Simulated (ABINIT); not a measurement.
# Be2S (P-4m2) in ABINIT: settings compared

One crystal, Be2S, is run at these levels: LDA, LDA-PZ, LDA-Teter, PBEsol; tasks: single point, relaxation of cell and atoms.

All numbers are computed with ABINIT 10.8.3 (patched build); they aren't measurements. Logs are shortened: lines on timing, memory, paths and dates and some standing lists are left out, and cuts for length are marked. The log counts tension as positive stress, the text compression.

## Step 1: The crystal as given

It takes space group P-4m2 (No. 115, tetragonal). Conventional cell: a = 3.158 Å, b = 3.158 Å, c = 3.940 Å, α = 90.00°, β = 90.00°, γ = 90.00°. Be (site symmetry 2mm) is surrounded by 2 S at 2.05 Å. S (site symmetry -4m2) has 4 Be at 2.05 Å as nearest neighbours.

The cell was built by a generator and needn't be a form met in nature.

## Step 2: Single point, LDA

File run.abi:

```
pp_dirpath "./"
pseudos "Be.upf, S.upf"

acell 3*1.0
rprim
     5.9669425193     0.0000000000     0.0000000000
     0.0000000000     5.9669425193     0.0000000000
     0.0000000000     0.0000000000     7.4462201297
ntypat 2
znucl 4 16
natom 3
typat 1 1 2
xred
     0.0000000000     0.5000000000     0.1685400000
     0.5000000000     0.0000000000     0.8314600000
     0.5000000000     0.5000000000     0.5000000000

ecut 49.0

kptopt 1
ngkpt 6 6 5
nshiftk 1
shiftk 0.0 0.0 0.0

ixc 7

nband 11
occopt 3
tsmear 0.05 eV

nstep 100
tolvrs 1.0e-10

iomode 3
prtwf 0
prtden 0
prteig 0
prtebands 0
enunit 1
```

Potentials or basis: PseudoDojo NC SR LDA v0.4 stringent.

Command:

```
$ abinit run.abi > log 2>&1
```

run.abo:

```text
.Version 10.8.3 of ABINIT
 Symmetries : space group P-4 m 2 (#115); Bravais tP (primitive tetrag.)
================================================================================
 Values of the parameters that define the memory need of the present run
     intxc =       0    ionmov =       0      iscf =       7    lmnmax =       6
     lnmax =       6     mgfft =      48  mpssoang =       3    mqgrid =    3001
     natom =       3  nloc_mem =       1    nspden =       1   nspinor =       1
    nsppol =       1      nsym =       8    n1xccc =    2501    ntypat =       2
    occopt =       3   xclevel =       1
       mpw =        4364          nfft =       76800          nkpt =          30
================================================================================
================================================================================

--------------------------------------------------------------------------------
------------- Echo of variables that govern the present computation ------------
--------------------------------------------------------------------------------
 -outvars: echo values of preprocessed input variables --------
            acell      1.0000000000E+00  1.0000000000E+00  1.0000000000E+00 Bohr
              amu      9.01218200E+00  3.20660000E+01
             ecut      4.90000000E+01 Hartree
           enunit           1
              ixc           7
         kptrlatt        6    0    0      0    6    0      0    0    5
          kptrlen      3.58016551E+01
            natom           3
            nband          11
            ngfft          40      40      48
             nkpt          30
            nstep         100
             nsym           8
           ntypat           2
           occopt           3
           prtden           0
        prtebands           0
           prteig           0
            prtwf           0
            rprim      5.9669425193E+00  0.0000000000E+00  0.0000000000E+00
                       0.0000000000E+00  5.9669425193E+00  0.0000000000E+00
                       0.0000000000E+00  0.0000000000E+00  7.4462201297E+00
          spgroup         115
           tolvrs      1.00000000E-10
           tsmear      1.83746611E-03 Hartree
            typat      1  1  2
           xangst      0.0000000000E+00  1.5787849989E+00  6.6410995935E-01
                       1.5787849989E+00  0.0000000000E+00  3.2762600380E+00
                       1.5787849989E+00  1.5787849989E+00  1.9701849987E+00
            xcart      0.0000000000E+00  2.9834712596E+00  1.2549859407E+00
                       2.9834712596E+00  0.0000000000E+00  6.1912341890E+00
                       2.9834712596E+00  2.9834712596E+00  3.7231100649E+00
             xred      0.0000000000E+00  5.0000000000E-01  1.6854000000E-01
                       5.0000000000E-01  0.0000000000E+00  8.3146000000E-01
                       5.0000000000E-01  5.0000000000E-01  5.0000000000E-01
[... 105 lines left out ...]

 ----iterations are completed or convergence reached----

 Mean square residual over all n,k,spin=   17.460E-07; max=  25.414E-05
 reduced coordinates (array xred) for    3 atoms
       0.000000000000      0.500000000000      0.168540000000
       0.500000000000      0.000000000000      0.831460000000
       0.500000000000      0.500000000000      0.500000000000
 rms dE/dt=  7.0190E-03; max dE/dt=  1.4890E-02; dE/dt below (all hartree)
    1       0.000000000000      0.000000000000     -0.014889501897
    2       0.000000000000      0.000000000000      0.014889501897
    3       0.000000000000      0.000000000000      0.000000000000

 cartesian coordinates (angstrom) at end:
    1      0.00000000000000     1.57878499891978     0.66410995935021
    2      1.57878499891978     0.00000000000000     3.27626003798102
    3      1.57878499891978     1.57878499891978     1.97018499866561

 cartesian forces (hartree/bohr) at end:
    1     -0.00000000000000    -0.00000000000000     0.00199960538875
    2     -0.00000000000000    -0.00000000000000    -0.00199960538875
    3     -0.00000000000000    -0.00000000000000    -0.00000000000000
 frms,max,avg= 9.4262302E-04 1.9996054E-03   0.000E+00  0.000E+00  0.000E+00 h/b

 cartesian forces (eV/Angstrom) at end:
    1     -0.00000000000000    -0.00000000000000     0.10282384329629
    2     -0.00000000000000    -0.00000000000000    -0.10282384329629
    3     -0.00000000000000    -0.00000000000000    -0.00000000000000
 frms,max,avg= 4.8471625E-02 1.0282384E-01   0.000E+00  0.000E+00  0.000E+00 e/A
 length scales=  1.000000000000  1.000000000000  1.000000000000 bohr
              =  0.529177210544  0.529177210544  0.529177210544 angstroms
 Fermi (or HOMO) energy (eV) =   5.06786   Average Vxc (eV)= -10.25621
 Eigenvalues (   eV  ) for nkpt=  30  k points:
 kpt#   1, nband= 11, wtk=  0.00556, kpt=  0.0000  0.0000  0.0000 (reduced coord)
 -93.91062  -93.90799  -10.00346   -0.04935    1.62186    2.39421    2.39421    8.62888
   9.55307   12.09999   12.10165
 prteigrs : prtvol=0 or 1, do not print more k-points.

--- !EnergyTerms
iteration_state     : {dtset: 1, }
comment             : Components of total free energy in Hartree
kinetic             :  2.27872764408751E+01
hartree             :  6.48569625405503E+00
xc                  : -7.96644870465694E+00
Ewald energy        : -2.05506017219578E+01
psp_core            :  7.25768389702898E-01
local_psp           : -2.42186986706714E+01
non_local_psp       : -1.63554937111833E+01
internal            : -3.90925017238364E+01
'-kT*entropy'       : -1.58193239508225E-04
total_energy        : -3.90926599170759E+01
total_energy_eV     : -1.06376546838633E+03
band_energy         : -1.41539042514326E+01
...

 Cartesian components of stress tensor (hartree/bohr^3)
  sigma(1 1)=  1.50290954E-04  sigma(3 2)=  0.00000000E+00
  sigma(2 2)=  1.50290954E-04  sigma(3 1)=  0.00000000E+00
  sigma(3 3)=  1.73436779E-04  sigma(2 1)=  0.00000000E+00

-Cartesian components of stress tensor (GPa)         [Pressure= -4.6487E+00 GPa]
- sigma(1 1)=  4.42171253E+00  sigma(3 2)=  0.00000000E+00
- sigma(2 2)=  4.42171253E+00  sigma(3 1)=  0.00000000E+00
- sigma(3 3)=  5.10268620E+00  sigma(2 1)=  0.00000000E+00

== END DATASET(S) ==============================================================
================================================================================

 -outvars: echo values of variables after computation  --------
            acell      1.0000000000E+00  1.0000000000E+00  1.0000000000E+00 Bohr
           etotal     -3.9092659917E+01
            fcart     -0.0000000000E+00 -0.0000000000E+00  1.9996053888E-03
                      -0.0000000000E+00 -0.0000000000E+00 -1.9996053888E-03
                      -0.0000000000E+00 -0.0000000000E+00 -0.0000000000E+00
            rprim      5.9669425193E+00  0.0000000000E+00  0.0000000000E+00
                       0.0000000000E+00  5.9669425193E+00  0.0000000000E+00
                       0.0000000000E+00  0.0000000000E+00  7.4462201297E+00
           strten      1.5029095412E-04  1.5029095412E-04  1.7343677858E-04
                       0.0000000000E+00  0.0000000000E+00  0.0000000000E+00
           xangst      0.0000000000E+00  1.5787849989E+00  6.6410995935E-01
                       1.5787849989E+00  0.0000000000E+00  3.2762600380E+00
                       1.5787849989E+00  1.5787849989E+00  1.9701849987E+00
             xred      0.0000000000E+00  5.0000000000E-01  1.6854000000E-01
                       5.0000000000E-01  0.0000000000E+00  8.3146000000E-01
                       5.0000000000E-01  5.0000000000E-01  5.0000000000E-01
 Calculation completed.
```

Run time: 32 s. Hardware: 1 thread of Arm Neoverse V1, shared host; peak memory 0.09 GiB.

Results:

```yaml
Free_energy: -1063.7655 eV
Pressure: -4.6 GPa
Largest_force: 0.103 eV/Å
Band_gap_on_the_k_mesh: none (metal or under the smearing width)
Valence_electrons_inside_the_program's_atomic_spheres: Be 3.07; S 4.04
```

Forces on the atoms (eV/Å):
```
Be   0.000  0.000  0.103
Be   0.000  0.000 -0.103
S    0.000  0.000  0.000
```

Levels at points of the mesh, in eV from the Fermi level:
| k point | band 3 | band 4 | band 5 | band 6 | band 7 | band 8 | band 9 | band 10 | band 11 |
| --- | --- | --- | --- | --- | --- | --- | --- | --- | --- |
| (0.00, 0.00, 0.00) | -15.07 | -5.12 | -3.45 | -2.67 | -2.67 | 3.56 | 4.49 | 7.03 | 7.03 |
| (0.50, 0.00, 0.00) | -13.99 | -7.45 | -4.39 | -1.82 | -0.33 | -0.31 | 3.81 | 5.58 | 5.74 |
| (0.50, 0.50, 0.00) | -13.05 | -5.92 | -5.92 | -3.72 | -1.98 | 1.83 | 2.91 | 2.91 | 6.37 |

## Step 3: Single point, LDA-PZ (cell strained at random)

File run.abi:

```
# Pseudopotentials
pp_dirpath "./"
pseudos "Be.upf, S.upf"

# Structure
acell 3*1.0
rprim
     5.8493259653     0.0131657219     0.0181451502
     0.0131657219     5.9756277006     0.2342466710
     0.0226426984     0.2923179548     7.5964684744
ntypat 2
znucl 4 16
natom 3
typat 1 1 2
xred
     0.0000000000     0.5000000000     0.1685400000
     0.5000000000     0.0000000000     0.8314600000
     0.5000000000     0.5000000000     0.5000000000
chkprim 0
chksymtnons 0
tolsym 1.0e-6

# Plane-wave basis
ecut 1442.203471 eV

# k points
kptopt 1
ngkpt 6 6 5
nshiftk 1
shiftk 0.0 0.0 0.0

# Exchange and correlation
ixc 2

# Bands and occupations
nband 11
occopt 3
tsmear 0.05 eV

# SCF cycle
nstep 100
tolvrs 1.0e-10

# Output
iomode 3
prtwf 0
prtden 0
prteig 0
prtebands 0
```

Potentials or basis: PseudoDojo NC SR LDA v0.4 stringent.

Command:

```
$ abinit run.abi > log 2>&1
```

run.abo:

```text
.Version 10.8.3 of ABINIT
 Symmetries : space group P1 (#  1); Bravais aP (primitive triclinic)
================================================================================
 Values of the parameters that define the memory need of the present run
     intxc =       0    ionmov =       0      iscf =       7    lmnmax =       6
     lnmax =       6     mgfft =      50  mpssoang =       3    mqgrid =    3001
     natom =       3  nloc_mem =       1    nspden =       1   nspinor =       1
    nsppol =       1      nsym =       1    n1xccc =    2501    ntypat =       2
    occopt =       3   xclevel =       1
       mpw =        4905          nfft =       80000          nkpt =          92
================================================================================
================================================================================

--------------------------------------------------------------------------------
------------- Echo of variables that govern the present computation ------------
--------------------------------------------------------------------------------
 -outvars: echo values of preprocessed input variables --------
            acell      1.0000000000E+00  1.0000000000E+00  1.0000000000E+00 Bohr
              amu      9.01218200E+00  3.20660000E+01
          chkprim           0
      chksymtnons           0
             ecut      5.30000000E+01 Hartree
                       outvar_i_n : Printing only first  50 k-points.
              ixc           2
                       outvar_i_n : Printing only first  50 k-points.
         kptrlatt        6    0    0      0    6    0      0    0    5
          kptrlen      3.50962136E+01
            natom           3
[... 187 lines left out ...]
internal            : -3.90897698500304E+01
'-kT*entropy'       : -1.27410159815372E-04
total_energy        : -3.90898972601902E+01
total_energy_eV     : -1.06369029266275E+03
band_energy         : -1.41446521776969E+01
...

 Cartesian components of stress tensor (hartree/bohr^3)
  sigma(1 1)=  2.90513326E-05  sigma(3 2)=  2.07207222E-04
  sigma(2 2)=  1.20419885E-04  sigma(3 1)=  1.69481834E-05
  sigma(3 3)=  2.28762426E-04  sigma(2 1)=  4.77677795E-06

-Cartesian components of stress tensor (GPa)         [Pressure= -3.7093E+00 GPa]
- sigma(1 1)=  8.54719714E-01  sigma(3 2)=  6.09624693E+00
- sigma(2 2)=  3.54287535E+00  sigma(3 1)=  4.98632771E-01
- sigma(3 3)=  6.73042294E+00  sigma(2 1)=  1.40537659E-01

== END DATASET(S) ==============================================================
================================================================================

 -outvars: echo values of variables after computation  --------
            acell      1.0000000000E+00  1.0000000000E+00  1.0000000000E+00 Bohr
           etotal     -3.9089897260E+01
            fcart      1.1110991763E-03  2.9636858444E-03  3.7171814118E-03
                      -2.1098917616E-04 -1.2228694933E-02 -3.0552293536E-03
                      -9.0011000016E-04  9.2650090885E-03 -6.6195205823E-04
            rprim      5.8493259653E+00  1.3165721900E-02  1.8145150200E-02
                       1.3165721900E-02  5.9756277006E+00  2.3424667100E-01
                       2.2642698400E-02  2.9231795480E-01  7.5964684744E+00
           strten      2.9051332578E-05  1.2041988543E-04  2.2876242599E-04
                       2.0720722153E-04  1.6948183420E-05  4.7767779547E-06
           xangst      5.5029462713E-03  1.6071541144E+00  7.3948923763E-01
                       1.5576275526E+00  1.3210038440E-01  3.3471687596E+00
                       1.5571394989E+00  1.6619104989E+00  2.0767189986E+00
             xred     -3.2124626307E-19  5.0000000000E-01  1.6854000000E-01
                       5.0000000000E-01 -7.3653535969E-18  8.3146000000E-01
                       5.0000000000E-01  5.0000000000E-01  5.0000000000E-01
 Calculation completed.
```

It took 1.8 min on 1 thread of Intel Xeon Platinum 8488C (Sapphire Rapids), shared host; peak memory 0.14 GiB.

What came out:

```yaml
Free_energy: -1063.6903 eV
Pressure: -3.7 GPa
Largest_force: 0.648 eV/Å
Band_gap_on_the_k_mesh: none (metal or under the smearing width)
Valence_electrons_inside_the_program's_atomic_spheres: Be 3.08, 3.06; S 4.04
```

Forces on the atoms (eV/Å):
```
Be   0.057  0.152  0.191
Be  -0.011 -0.629 -0.157
S   -0.046  0.476 -0.034
```

Stress tensor (GPa, compression positive):
```
-0.85 -0.14 -0.50
-0.14 -3.54 -6.10
-0.50 -6.10 -6.73
```

(Continued in part 2 of 2.)
